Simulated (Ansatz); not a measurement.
# ClH4NSi + HBr: a complex and its separated parts

The complex below is one end of an elementary step. How strongly is it bound against its free parts?

Computed with Ansatz 0.2.0, Gaussian basis. Level: PBE0-D4/def2-TZVP structures, single points in def2-TZVPP, no counterpoise correction.

Levels: SPW92, PBE-D4, BLYP-D4, r2SCAN-D4, B97M-V, PBE0-D4, B3LYP-D4, r2SCAN0-D4, BHLYP-D4, CAM-B3LYP-D4, wB97X-V, wB97M-V, B2PLYP, PBE-QIDH, RPA on PBE, Hartree-Fock, MP2, CCSD, CCSD(T).

Correlated methods freeze the cores. Filled d shells of the heavier atoms are correlated. B3LYP uses VWN-RPA correlation. B2PLYP carries no dispersion term here.

94 further runs of the same task are left out: 94 set aside as unsound or not needed. Runs told in other sessions of the task aren't counted.

### 1 The starting structure

The complex: 9 atoms, charge 0, spin multiplicity 1.

Atoms are counted from 1 here; the program's logs count them from 0.

Bond lengths: Si1–N2 1.730 Å, Si1–H3 1.476 Å, Si1–H4 1.476 Å, Si1–Cl5 2.058 Å, N2–H8 1.012 Å, N2–H9 1.012 Å, H6–Br7 1.469 Å. Angles: N2–Si1–H3 107.4°, N2–Si1–H4 107.4°, N2–Si1–Cl5 113.4°, H3–Si1–H4 113.8°, H3–Si1–Cl5 107.5°, H4–Si1–Cl5 107.5°, Si1–N2–H8 117.0°, Si1–N2–H9 117.0°, H8–N2–H9 109.2°.

Coordinates:

```mol
BrClH5NSi
  3D, bonds by distance, orders not assigned

  9  7  0  0  0  0  0  0  0  0999 V2000
   -0.8773   -0.1037   -0.6850 Si  0  0
    0.3516   -0.5569    0.4459 N   0  0
   -1.7236    0.9143   -0.0333 H   0  0
   -0.1998    0.3758   -1.9049 H   0  0
   -2.1003   -1.6657   -1.2316 Cl  0  0
    1.3266    0.9350    0.8125 H   0  0
    2.1138    2.1399    1.1086 Br  0  0
    1.0630   -1.1984    0.1198 H   0  0
    0.0461   -0.8401    1.3681 H   0  0
  1  2  8  0
  1  3  8  0
  1  4  8  0
  1  5  8  0
  2  8  8  0
  2  9  8  0
  6  7  8  0
M  END
```

Its parts: ClH4NSi holds atoms 1, 2, 3, 4, 5, 8, 9; HBr holds atoms 6, 7. Each part counts its atoms afresh in its own runs.

### 2 Relaxing ClH4NSi alone

Input file relax-a/in.yaml:

```yaml
crystal:
  periodic: [false, false, false]
  atoms:
    - {symbol: Si, position_ang: [-0.877330, -0.103713, -0.685022]}
    - {symbol: N, position_ang: [0.351560, -0.556877, 0.445881]}
    - {symbol: H, position_ang: [-1.723593, 0.914279, -0.033301]}
    - {symbol: H, position_ang: [-0.199762, 0.375787, -1.904936]}
    - {symbol: Cl, position_ang: [-2.100297, -1.665663, -1.231580]}
    - {symbol: H, position_ang: [1.062976, -1.198424, 0.119836]}
    - {symbol: H, position_ang: [0.046057, -0.840094, 1.368080]}
basis:
  gaussian: {orbitals: def2-TZVP}
hamiltonian: {xc: pbe0, dispersion: d4}
relax: {f_tol: 0.005, max_steps: 200}
```

Command:

```console
$ ansatz run in.yaml --threads 8 --pin off --events-out ev --progress --plain --max-ram 19148MiB
```

Further steps of the session: Relaxing HBr alone; SPW92/def2-TZVPP; PBE-D4/def2-TZVPP; BLYP-D4/def2-TZVPP; r2SCAN-D4/def2-TZVPP; B97M-V/def2-TZVPP; PBE0-D4/def2-TZVPP; B3LYP-D4/def2-TZVPP; r2SCAN0-D4/def2-TZVPP; BHLYP-D4/def2-TZVPP; CAM-B3LYP-D4/def2-TZVPP; wB97X-V/def2-TZVPP; wB97M-V/def2-TZVPP; B2PLYP/def2-TZVPP; PBE-QIDH/def2-TZVPP; RPA on PBE/def2-TZVPP; CCSD(T)/def2-TZVPP; Vibrations of ClH4NSi; Vibrations of HBr.

What does the calculation give? Wanted: complex less parts, CCSD(T)/def2-TZVPP; with zero-point energy; largest T1 diagnostic.

As calculated:

| quantity | value |
| --- | --- |
| complex less parts, CCSD(T)/def2-TZVPP | -0.183 eV |
| with zero-point energy | -0.111 eV |
| largest T1 diagnostic | 0.009 |

What this shows: At CCSD(T) the complex lies 0.183 eV below its parts. Among the functionals wB97M-V lands nearest to CCSD(T) (-0.003 eV) and SPW92 farthest (-0.267 eV). Mean unsigned error by rung: LDA 0.267, GGA 0.115, meta-GGA 0.047, hybrid 0.058, range-separated hybrid 0.016, double hybrid 0.018 eV. The double hybrids carry no dispersion term here, unlike the levels marked D4 or V. PBE-D4 gives a relative energy 0.135 eV too low, outside chemical accuracy (1 kcal/mol, 0.043 eV). No counterpoise was applied, and triple zeta lacks some correlation, so the CCSD(T) reference has a basis error of its own, and close matches with it are partly luck.
